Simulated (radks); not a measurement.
**Ta inside a hard spherical wall**

An exercise on one series of results from a longer session: the logs are not shown, and one member is left open.

Program: radks (a radial shooting solver on a logarithmic mesh, Libxc functionals) version 1. Level of theory: scalar-relativistic Kohn-Sham, r2SCAN, spin-polarised, spherical densities, finite nucleus; open shells are filled with parallel spins first. These are calculated values, not measurements, unless marked.

## The atom as given

* element: tantalum (Z = 73)
* charge: 0
* electrons: 73
* configuration: [Xe] 4f14 5d3 6s2
* nuclear rms radius: 5.3507 fm

The outer shells:

Ta
```
[Xe] core
4f [↑↓][↑↓][↑↓][↑↓][↑↓][↑↓][↑↓]
5d [↑ ][↑ ][↑ ][  ][  ]
6s [↑↓]
```

The first run:

Settings of this run:

```text
Z 73
configuration [Xe] 4f14 5d3 6s2 6p0 7s0 5f0
relativity scalar-relativistic
functional r2scan,r2scan
spin polarised
nucleus finite rms 5.3507 fm
c 137.035999084
```

Among the steps run: The free atom; Wall at 20 bohr; Wall at 12 bohr; Wall at 10 bohr; Wall at 8 bohr; Wall at 7 bohr; Wall at 6 bohr; Wall at 4 bohr; Wall at 3.5 bohr; Wall at 3 bohr; Wall at 2 bohr.

One table of the session follows, with a row left open; its other results are not shown here.

| R (bohr) | E − E(free) (eV) | ε(5d) (eV) | ε(6p, empty) (eV) | ε(7s, empty) (eV) | ε(5f, empty) (eV) |
| --- | --- | --- | --- | --- | --- |
| free | 0.000 | -4.432 | -1.399 | - | - |
| 20 | 0.000 | -4.432 | -1.399 | - | - |
| 12 | ? | ? | ? | ? | ? |
| 10 | 0.015 | -4.392 | -1.276 | 2.206 | 5.123 |
| 8 | 0.160 | -4.170 | -0.836 | 4.949 | 7.544 |
| 7 | 0.510 | -3.807 | -0.169 | 7.991 | 9.548 |
| 6 | 1.627 | -2.993 | 1.348 | 13.778 | 12.717 |
| 4 | 18.226 | 3.052 | 14.736 | 52.930 | 28.833 |
| 3.5 | 35.755 | 7.348 | 25.586 | 80.209 | 38.275 |
| 3 | 75.314 | 15.167 | 46.193 | 127.99 | 53.607 |
| 2 | 490.33 | 69.528 | 189.18 | 417.87 | 138.72 |

Estimate the missing values for R (bohr) = 12.

Worked estimate for «E − E(free) (eV)». A straight line through the neighbours (20, 0.000) and (10, 0.015) gives 0.000 + (0.015 − 0.000) × (12 − 20) / (10 − 20) = 0.012; a parabola fitted to 3 rows on both sides gives -0.083.

**Answer.** E − E(free) (eV): 0.001; ε(5d) (eV): -4.427; ε(6p, empty) (eV): -1.371; ε(7s, empty) (eV): 1.140; ε(5f, empty) (eV): 3.719. In «E − E(free) (eV)» the line misses by +0.011 and the parabola by -0.084. Between these rows the values bend or scatter more than so simple an estimate can follow.

From R = 4 bohr inwards the highest occupied level lies above zero, pushed up by confinement. Shells are not refilled when levels cross, and a hard wall is a model, not a crystal.
